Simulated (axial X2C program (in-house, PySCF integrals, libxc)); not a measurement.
# A two-component session on BeLi⁺: properties at the nuclei

Aim: properties at the nuclei of BeLi⁺, with spin–orbit coupling in the Hamiltonian from the start.

Program: an in-house X2C program for linear molecules on PySCF integrals. Level of theory: two-component X2C with atomic mean-field terms, Be dyall-cv3z, Li dyall-cv3z. These are calculated values, not measurements.

**1. Set-up**

Input file task.json:

```json
{
 "zs": [
  4,
  3
 ],
 "q": 1,
 "bas": [
  "dyall-cv3z",
  "dyall-cv3z"
 ],
 "r0": 2.35,
 "levels": [
  "PBE0",
  "HF",
  "TPSSh",
  "PBE",
  "B3LYP"
 ],
 "nst": 3
}
```

Keys: zs atomic numbers; q charge; bas basis sets; r0 starting distance in Å; levels methods (HF also brings MP2); nst determinants followed.

On the command line:

```
$ python soeom.py task.json out
```

Nuclei are Gaussian, cores are contracted, and the Gaunt term is on.

**2. Expectation values, lowest determinant**

R = 2.597 Å. State: Ω = 0 (closed shell).

Output of the PBE0 run:

```text
two-component X2C + atomic mean field  PBE0
basis functions 95  fitting functions 435  grid points 4363
iter        total energy     max residual
   1        -21.927927806     1.98e-05
   2        -21.927927806     2.92e-06
converged
one-electron -32.20688847  Coulomb 12.24984668  exact exchange -1.08013522  xc functional -3.33544220  nuclear repulsion 2.44517772  atomic mean-field constant -0.00048631
```

The highest occupied spinor is 66% Be s, 16% Li p, 13% Li s.

| level | qzz Be (a.u.) | qzz Li (a.u.) |
| --- | --- | --- |
| PBE0 | -0.01 | -0.01 |
| HF | -0.01 | -0.01 |
| TPSSh | -0.01 | -0.01 |
| PBE | -0.01 | -0.02 |
| B3LYP | -0.01 | -0.01 |

Eeff is the effective electric field on the electron dipole moment in this Ω state and Ws the scalar–pseudoscalar constant (defined with the proton number Z and per Ω); A∥ is the parallel hyperfine constant, which follows by multiplying with the nuclear g factor gI = μI/(I μN); qzz is the electric field gradient, eQq0 = 234.96 MHz × Q/barn × qzz. The operators were transformed with the bare-nucleus X2C matrices.

**3. Expectation values, a higher determinant**

R = 2.597 Å. State: Ω = 1 (excess of +ω over −ω: 2 × ω = 1/2), 2.11 eV above the lowest in the PBE0 search for states (made at or near this distance, with looser thresholds).

Output of the PBE0 run:

```text
two-component X2C + atomic mean field  PBE0
basis functions 95  fitting functions 435  grid points 4363
iter        total energy     max residual
   1        -21.850270835     1.92e-05
   2        -21.850270836     2.37e-06
converged
one-electron -32.03886887  Coulomb 12.20248707  exact exchange -1.09715017  xc functional -3.36143028  nuclear repulsion 2.44517772  atomic mean-field constant -0.00048631
```

The highest occupied spinor is 72% Be p, 16% Be s, 7% Li s.

| level | Eeff magnitude (GV/cm) | Ws magnitude Be (kHz) | A∥/gI Be (MHz) | qzz Be (a.u.) | A∥/gI Li (MHz) | qzz Li (a.u.) |
| --- | --- | --- | --- | --- | --- | --- |
| PBE0 | 0.00105 | 0.000328 | 320 | -0.21 | 46.6 | -0.02 |
| HF | 0.0011 | 0.000346 | 311 | -0.20 | 42.3 | -0.02 |
| TPSSh | 0.00102 | 0.000317 | 324 | -0.21 | 49.8 | -0.02 |
| PBE | 0.00101 | 0.000315 | 323 | -0.21 | 48.7 | -0.02 |
| B3LYP | 0.00111 | 0.000344 | 347 | -0.22 | 54.2 | -0.02 |

**4. Results**

| quantity | value |
| --- | --- |
| lowest determinant | Ω = 0 (closed shell) |
| qzz Be (a.u.), PBE0 | -0.01 |
| qzz Li (a.u.), PBE0 | -0.01 |
| higher determinant | Ω = 1 (excess of +ω over −ω: 2 × ω = 1/2) |
| Eeff magnitude (GV/cm), PBE0, higher determinant | 0.00105 |
| Ws magnitude Be (kHz), PBE0, higher determinant | 0.000328 |
| A∥/gI Be (MHz), PBE0, higher determinant | 320 |
| qzz Be (a.u.), PBE0, higher determinant | -0.21 |

In words: The expectation values come from single determinants, which for open shells can mix terms of unlike spin or miss the lowest Ω, so a determinant need not be a state. Eeff is the effective electric field on the electron dipole moment in this Ω state and Ws the scalar–pseudoscalar constant (defined with the proton number Z and per Ω); A∥ is the parallel hyperfine constant, which follows by multiplying with the nuclear g factor gI = μI/(I μN); qzz is the electric field gradient, eQq0 = 234.96 MHz × Q/barn × qzz. The operators were transformed with the bare-nucleus X2C matrices.
